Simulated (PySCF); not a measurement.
# ErF3H2O (Er(F)3(H2O)): the cost of one run

Program: PySCF 2.14.0. Level of theory: PBE0, Er lcecp-1-SVP with ECP57, F def2-SVP, O def2-SVP, H def2-SVP; scalar-relativistic core potentials, no spin–orbit coupling. These are calculated values, not measurements.

1 further run of the same task is left out (for a known fault of the program).

## (1) Starting geometry

7 atoms, charge 0, spin multiplicity 1.

Bond lengths: Er1–F2 2.066 Å, Er1–F3 2.066 Å, Er1–F4 2.066 Å, Er1–O5 2.422 Å, O5–H6 0.970 Å, O5–H7 0.970 Å. Angles: F2–Er1–F3 109.5°, F2–Er1–F4 109.5°, F2–Er1–O5 109.5°, F3–Er1–F4 109.5°, F3–Er1–O5 109.5°, F4–Er1–O5 109.5°, Er1–O5–H6 127.5°, Er1–O5–H7 127.5°, H6–O5–H7 105.1°.

Geometry (Å):

```csv
atom,x (Å),y (Å),z (Å)
Er1,0.0000,0.0000,0.0000
F2,1.1929,1.1929,1.1929
F3,-1.1929,-1.1929,1.1929
F4,1.1929,-1.1929,-1.1929
O5,-1.3986,1.3986,-1.3986
H6,-1.7393,2.2837,-1.1948
H7,-1.7393,1.1948,-2.2837
```

Formal oxidation states: Er +3. Each metal's 11 4f electrons lie in its core potential, so multiplicities, spins and levels count the valence alone.

## (2) SCF at the start, singlet

run.py (the lines that set the calculation)

```python
mol = gto.M(atom='''
Er     0.00000     0.00000     0.00000
F      1.19290     1.19290     1.19290
F     -1.19290    -1.19290     1.19290
F      1.19290    -1.19290    -1.19290
O     -1.39860     1.39860    -1.39860
H     -1.73930     2.28370    -1.19480
H     -1.73930     1.19480    -2.28370''',
    basis={'Er': 'lcecp-1-SVP', 'F': 'def2-SVP', 'O': 'def2-SVP', 'H': 'def2-SVP'},
    ecp={'Er': 'lcecp-1-SVP'},
    charge=0, spin=0)
mf = dft.RKS(mol, xc='PBE0')
mf.grids.atom_grid = (50, 194)  # f atoms: unpruned, at least (60, 302)
mf = mf.density_fit()  # fitting sets: Er AutoAux, F def2-universal-JKFIT, O def2-universal-JKFIT, H def2-universal-JKFIT
mf.conv_tol = 1e-08; mf.max_cycle = 55
mf.kernel(dm0)  # dm0: free metal ions and neutral atoms
```

On the command line:

```console
> OMP_NUM_THREADS=2 python run.py
```

What time and memory should one allow on 2 threads of Arm Neoverse V1, shared host?

About 3.5 s, with a peak of 0.54 GiB.
